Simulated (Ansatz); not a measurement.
**Cu, 1 atoms: making the run faster**

To be measured: the time of a single point at PBE on Cu, and which launch flags, input keys and shares of the machine shorten it.

Program: Ansatz 0.2.0 (single point, PBE, plane waves PAW). Host: Intel Xeon 6975P-C (Granite Rapids), 96 cores, 190 hardware threads, 362 GiB; it was booked for these runs alone, one at a time. Each run is timed once from launch to exit, start-up included.

## (1) The job

The cell holds 1 atoms in 11 Å³.

## (2) First run

Input file input.yaml:

```yaml
crystal:
  lattice:
    - [0.000000, 1.788715, 1.788715]
    - [1.788715, 0.000000, 1.788715]
    - [1.788715, 1.788715, 0.000000]
  atoms:
    - { symbol: Cu, position: [0.000000, 0.000000, 0.000000] }
kpoints:
  mp_grid: { grid: [11, 11, 11] }
hamiltonian:
  xc: pbe
  pseudopotentials: { azcp: { folder: soft_1 } }
scf:
  occupations: { method: fermi_dirac, width: 0.1 }
output: { forces: true, stress: true }
```

Command:

```
$ ansatz run input.yaml --backend cpu --events-out ev --progress --plain --runs-dir out
```

## (3) Change: x lda

input.yaml, as its differences from that of step 2:

```diff
@@ -10,3 +10,3 @@
 hamiltonian:
-  xc: pbe
+  xc: lda
   pseudopotentials: { azcp: { folder: soft_1 } }
```

## (4) Change: f 4

input.yaml, as its differences from that of step 3:

```diff
@@ -10,3 +10,3 @@
 hamiltonian:
-  xc: lda
+  xc: r2scan
   pseudopotentials: { azcp: { folder: soft_1 } }
```

## (5) Change: f 6

input.yaml, as its differences from that of step 4:

```diff
@@ -10,6 +10,7 @@
 hamiltonian:
-  xc: r2scan
-  pseudopotentials: { azcp: { folder: soft_1 } }
+  xc: pbe
+  pseudopotentials: { kind: paw_fr, azcp: { folder: soft_1 } }
+magnetization: { noncollinear: true, spin_orbit: true }
 scf:
   occupations: { method: fermi_dirac, width: 0.1 }
-output: { forces: true, stress: true }
+output: { eigenvalues: true }
```

## (6) Change: f 3

Input file input.yaml:

```yaml
crystal:
  lattice:
    - [0.000000, 1.788715, 1.788715]
    - [1.788715, 0.000000, 1.788715]
    - [1.788715, 1.788715, 0.000000]
  atoms:
    - { symbol: Cu, position: [0.000000, 0.000000, 0.000000] }
kpoints:
  mp_grid: { grid: [11, 11, 11] }
  band_path: { path: [[0, 0, 0], [0.5, 0, 0], [0.5, 0.5, 0], [0, 0, 0], [0.5, 0.5, 0.5]], npoints: 15 }
hamiltonian:
  xc: pbe
  pseudopotentials: { azcp: { folder: soft_1 } }
scf:
  occupations: { method: fermi_dirac, width: 0.1 }
output: { eigenvalues: true, dos: {} }
```

## (7) Change: f 8

Input file input.yaml:

```yaml
crystal:
  lattice:
    - [0.000000, 1.788715, 1.788715]
    - [1.788715, 0.000000, 1.788715]
    - [1.788715, 1.788715, 0.000000]
  atoms:
    - { symbol: Cu, position: [0.000000, 0.000000, 0.000000] }
kpoints:
  mp_grid: { grid: [11, 11, 11] }
hamiltonian:
  xc: pbe
  pseudopotentials: { kind: all_electron, lapw: {} }
scf:
  occupations: { method: fermi_dirac, width: 0.1 }
output: { forces: true, stress: true }
```

## (8) Change: f 150

input.yaml, as its differences from that of step 7:

```diff
@@ -10,4 +10,4 @@
 hamiltonian:
-  xc: pbe
-  pseudopotentials: { kind: all_electron, lapw: {} }
+  xc: hse06
+  pseudopotentials: { azcp: { folder: soft_1 } }
 scf:
```

## (9) Change: f 20

input.yaml, as its differences from that of step 8:

```diff
@@ -10,3 +10,3 @@
 hamiltonian:
-  xc: hse06
+  xc: pbe
   pseudopotentials: { azcp: { folder: soft_1 } }
@@ -14,2 +14,2 @@
   occupations: { method: fermi_dirac, width: 0.1 }
-output: { forces: true, stress: true }
+phonons: { method: dfpt, qpoints: [[0, 0, 0]] }
```

(Steps that only read results are left out.)

Q: Predict the timings and the best choice. Wanted: reference; best change.

**Answer**, as computed:

```
   quantity                  value
  reference   0.23 s on 96 threads
best change  none beyond the noise
```

What this shows: Changes under about 132 % are taken as noise (0.3 s of jitter at start-up on so short a run). No change beats the defaults here. The figures hold for this build, input and host.
